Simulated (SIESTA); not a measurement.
NaLaMnMoO6:

```
Na La Mn Mo O
1.0
     5.10934   -0.00669    0.01056
    -0.23945    5.68925    0.00703
    -0.92899   -2.82542    5.11884
Na La Mn Mo O
1 1 1 1 6
Cartesian
  1.9223 1.9516 0.3919
  -0.6075 1.8350 3.5165
  1.8742 -0.9083 2.0852
  4.0976 4.6175 1.5746
  2.6717 1.1441 5.1017
  2.9598 3.6581 2.8448
  3.1703 0.4987 1.9182
  0.4613 3.2483 1.8839
  0.7994 -0.1395 0.5996
  0.3708 -0.2245 3.2390
```

The cell was built by a generator and needn't be a form met in nature.

Base run:

| Quantity | Value |
| --- | --- |
| Program | SIESTA 5.4.2 |
| Functional | PBE |
| Potentials or basis | PseudoDojo 0.4 standard (PBE files) |
| Basis | DZP (energy shift 0.003 Ry; two zetas on semicore shells) |
| Grid cutoff | 800 Ry |
| Energy shift | 0.003 Ry |
| k mesh | 6 × 6 × 5 |
| Occupations | fermi-dirac, width 0.05 eV |
| Spin | collinear spin, ferromagnetic start |
| Starting moments | [0.0, 0.0, 4.0, 1.0, 0.0, 0.0, 0.0, 0.0, 0.0, 0.0] μB |
| Hubbard terms | Mn d U = 4 eV, Mo d U = 4 eV |

Its results: band gap on the k mesh 1.44 eV, indirect (least direct gap 1.51 eV); pressure 8.1 GPa; net moment 3.00 μB per cell; site moments Na -0.00; La +0.01; Mn +3.87; Mo -0.79; O +0.06, -0.05, -0.06, -0.07, +0.07 μB; largest force 1.702 eV/Å.

Task: After a change of settings the same cell gave: band gap on the k mesh 1.16 eV, indirect (least direct gap 1.27 eV); pressure 6.6 GPa; net moment 3.00 μB per cell; site moments Na -0.01; La +0.01; Mn +3.62; Mo -0.62; O +0.04, -0.03, -0.04, +0.08 μB; largest force 1.088 eV/Å. Which change was it?
A. hubbard terms from Mn d U = 4 eV, Mo d U = 4 eV to Mn d U = 2 eV, Mo d U = 2 eV
B. hubbard terms from Mn d U = 4 eV, Mo d U = 4 eV to none
C. hubbard terms from Mn d U = 4 eV, Mo d U = 4 eV to Mn d U = 6 eV, Mo d U = 6 eV

Result: A.

Caveats: short orbitals over semicore shells can move pressures by several GPa; spin-orbit coupling is left out, which moves the levels of the heavy elements; an odd mesh through Γ misses points on the zone boundary, where band edges often lie; the basis of atomic orbitals isn't converged, which shifts pressures, moduli and gaps; a cell with one magnetic atom can't hold antiferromagnetic order, which such compounds often take; forces of over 1 eV/Å show positions far from the minimum, so gaps and moduli don't describe the material at rest.

Not every run made on this cell is shown here.
